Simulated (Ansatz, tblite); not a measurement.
**Ga4Sb4 wurtzite atom sphere (Ga4Sb4H14): rung by rung**

Aim: run the singlet of Ga4Sb4 wurtzite atom sphere (Ga4Sb4H14) at one geometry on many levels, and compare frontier levels, spin and run time.

Program: Ansatz 0.2.0, Gaussian basis. Level of theory: as each input shows. These are calculated values, not measurements.

Levels to be run: GFN1-xTB, PBE-D4/def2-TZVP, r2SCAN-D4/def2-TZVP, ωB97M-V/def2-TZVP, r2SCANh-D4/def2-TZVP, LDA/def2-TZVP, PBE-D4/def2-SVP, PBE0-D4/def2-SVP, MP2/def2-TZVP, RPA/def2-TZVP.

3 further runs of the same task are left out: 3 set aside as unsound or not needed.

### Step 1. The relaxed structure

The geometry is that of the singlet, from an earlier relaxation (PBE-D4/def2-SVP).

22 atoms, charge 0, spin multiplicity 1.

Bond lengths: Ga1–Sb2 2.759 Å, Ga1–Sb4 2.679 Å, Ga1–H9 1.578 Å, Ga1–H10 1.578 Å, Sb2–Ga6 2.679 Å, Sb2–H11 1.717 Å, Sb2–H12 1.717 Å, Ga3–Sb4 2.679 Å, Ga3–Sb5 2.759 Å, Ga3–H13 1.578 Å, Ga3–H14 1.578 Å, Sb4–Ga7 2.679 Å, Sb4–H15 1.720 Å, Sb5–Ga6 2.678 Å, Sb5–H16 1.717 Å, Sb5–H17 1.717 Å, Ga6–Sb8 2.679 Å, Ga6–H18 1.576 Å and more. Angles: Sb2–Ga1–Sb4 97.0°, Sb2–Ga1–H9 103.1°, Sb2–Ga1–H10 102.7°, Sb4–Ga1–H9 111.7°, Sb4–Ga1–H10 111.6°, H9–Ga1–H10 125.6°, Ga1–Sb2–Ga6 122.9°, Ga1–Sb2–H11 113.3°, Ga1–Sb2–H12 112.9°, Ga6–Sb2–H11 104.1°, Ga6–Sb2–H12 104.1°, H11–Sb2–H12 95.7°, Sb4–Ga3–Sb5 97.0°, Sb4–Ga3–H13 111.7°, Sb4–Ga3–H14 111.6°, Sb5–Ga3–H13 102.9°, Sb5–Ga3–H14 102.9°, H13–Ga3–H14 125.6° and more.

Sb takes a core potential in the def2 sets. No spin-orbit coupling is included.

PBE0-D4/def2-TZVP was run before; its log isn't repeated, and its numbers join the tables.

### Step 2. GFN1-xTB

Tight binding, by tblite at 300 K electronic temperature and without a spin-polarisation term:

```python
tblite.interface.Calculator('GFN1-xTB', numbers, positions, charge=0, uhf=0).singlepoint()
```

Energy -625.8695 eV, HOMO -10.72 eV, LUMO -6.76 eV; 0.04 s.

### Step 3. PBE-D4/def2-TZVP

start.molden holds the orbitals of an earlier run on this state, given as this run's starting guess.

in.yaml

```yaml
crystal:
  periodic: [false, false, false]
  atoms:
    - {symbol: Ga, position_ang: [-2.273023, -1.310541, -1.548811]}
    - {symbol: Sb, position_ang: [-2.049473, -1.188052, 1.198120]}
    - {symbol: Ga, position_ang: [2.264444, -1.314890, -1.555105]}
    - {symbol: Sb, position_ang: [-0.003754, -0.005701, -2.117430]}
    - {symbol: Sb, position_ang: [2.053445, -1.186410, 1.192470]}
    - {symbol: Ga, position_ang: [0.003409, 0.003624, 2.439399]}
    - {symbol: Ga, position_ang: [-0.000978, 2.614617, -1.561828]}
    - {symbol: Sb, position_ang: [-0.001371, 2.370967, 1.186139]}
    - {symbol: H, position_ang: [-2.148476, -2.854677, -1.849266]}
    - {symbol: H, position_ang: [-3.543985, -0.419158, -1.833440]}
    - {symbol: H, position_ang: [-2.165356, -2.722946, 1.958119]}
    - {symbol: H, position_ang: [-3.439107, -0.520236, 1.953078]}
    - {symbol: H, position_ang: [2.132947, -2.860357, -1.845979]}
    - {symbol: H, position_ang: [3.536472, -0.429573, -1.852917]}
    - {symbol: H, position_ang: [-0.005534, -0.010892, -3.837436]}
    - {symbol: H, position_ang: [2.164012, -2.724056, 1.947891]}
    - {symbol: H, position_ang: [3.446644, -0.526186, 1.947561]}
    - {symbol: H, position_ang: [0.005166, 0.009075, 4.015572]}
    - {symbol: H, position_ang: [-1.403875, 3.274183, -1.857406]}
    - {symbol: H, position_ang: [1.403175, 3.271765, -1.856957]}
    - {symbol: H, position_ang: [-1.275784, 3.239952, 1.939594]}
    - {symbol: H, position_ang: [1.268601, 3.245894, 1.940328]}
basis:
  gaussian: {orbitals: def2-TZVP, fitting: {mean_field: def2-universal-jkfit}, initial_orbitals: start.molden}
hamiltonian: {xc: pbe, dispersion: d4}
scf: {omitted_lower_state_checks: [starts]}
output: {orbitals: {seedname: orbitals}}
```

Launch:

```console
$ ansatz run in.yaml --threads 2 --pin off --events-out ev --progress --plain --max-ram 20480MiB --backend cuda --devices 0, --max-vram 18GiB
```

After this run come: r2SCAN-D4/def2-TZVP; ωB97M-V/def2-TZVP; r2SCANh-D4/def2-TZVP; LDA/def2-TZVP; PBE-D4/def2-SVP; PBE0-D4/def2-SVP; MP2/def2-TZVP; RPA/def2-TZVP.

Q: Predict the results of all the runs planned. Wanted: gap in def2-TZVP, named functionals, smallest and largest; correlation energy, MP2/def2-TZVP; binding an atom, functionals in def2-TZVP; PBE0 total energy, smallest basis above largest.

**Answer**, as computed:

```
                                                 quantity                             value
gap in def2-TZVP, named functionals, smallest and largest  3.82 eV (LDA), 9.03 eV (ωB97M-V)
                        correlation energy, MP2/def2-TZVP                         -64.31 eV
                binding an atom, functionals in def2-TZVP   2.29 (ωB97M-V) to 2.67 eV (LDA)
          PBE0 total energy, smallest basis above largest    27.83 eV (def2-SVP, def2-TZVP)
```

**Reading.** Over the named functionals in def2-TZVP the gap runs from 3.82 eV (LDA) to 9.03 eV (ωB97M-V); exact exchange widens it.
